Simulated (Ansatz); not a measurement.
# TaN: the cost of one run

Method: DFT LDA+U (U_eff = 7 eV on Ta d), plane waves, PAW, no spin–orbit coupling unless a run says so, in Ansatz 0.2.0.

## (1) The system as given

It takes space group Fm-3m (No. 225, cubic). The conventional cell has a = 4.358 Å, b = 4.358 Å, c = 4.358 Å, α = 90.00°, β = 90.00°, γ = 90.00°. Around Ta (site symmetry m-3m) lie 6 N at 2.18 Å. N (site symmetry m-3m) has 6 Ta at 2.18 Å as nearest neighbours.

Structure file:

```cif
data_structure
_symmetry_space_group_name_H-M 'P 1'
_symmetry_Int_Tables_number 1
_cell_length_a 3.0816
_cell_length_b 5.3374
_cell_length_c 6.1631
_cell_angle_alpha 30.000
_cell_angle_beta 60.000
_cell_angle_gamma 54.736
_cell_volume 41.38
loop_
_atom_site_label
_atom_site_type_symbol
_atom_site_fract_x
_atom_site_fract_y
_atom_site_fract_z
_atom_site_occupancy
Ta1 Ta 0.50000 0.50000 0.00000 1
N1 N 0.00000 0.00000 0.00000 1
Ta2 Ta 0.50000 0.50000 0.50000 1
N2 N 0.00000 0.00000 0.50000 1
```

## (2) Ferromagnetic start, free, symmetry kept, no search

The input, input.yaml:

```yaml
crystal:
  lattice:
    - [0.0, 2.17900131, 2.17900131]
    - [4.35800262, 2.17900131, 2.17900131]
    - [4.35800262, 4.35800262, 0.0]
  atoms:
    - { symbol: Ta, position: [0.5, 0.5, 0.0], spin: 2.0 }
    - { symbol: "N", position: [0.0, 0.0, 0.0] }
    - { symbol: Ta, position: [0.5, 0.5, 0.5], spin: 2.0 }
    - { symbol: "N", position: [0.0, 0.0, 0.5] }
basis:
  ecutwfc: 420
  ecutrho_ratio: 4
kpoints:
  mp_grid: { grid: [7, 7, 7] }
hamiltonian:
  xc: lda
  hubbard:
    sites: [{ site: 0, l: d, u_eff: 7.0 }, { site: 2, l: d, u_eff: 7.0 }]
scf:
  occupations: { method: gaussian, width: 0.05 }
  lower_state_search: "off"
  max_iter: 150
output:
  forces: true
  stress: true
  eigenvalues: true
  populations: true
  hubbard: { sites: [{ site: 0, l: d }, { site: 2, l: d }] }
magnetization:
  spin_polarized: true
```

On the command line:

```sh
$ ansatz run input.yaml --threads 2 --pin off --max-ram 3072MiB --backend cpu --events-out ev --progress --plain --runs-dir out
```

What time and memory should one allow on 2 threads of AMD EPYC 9R45 (Zen 5), shared host?

About 8.7 s, with a peak of 0.52 GiB.
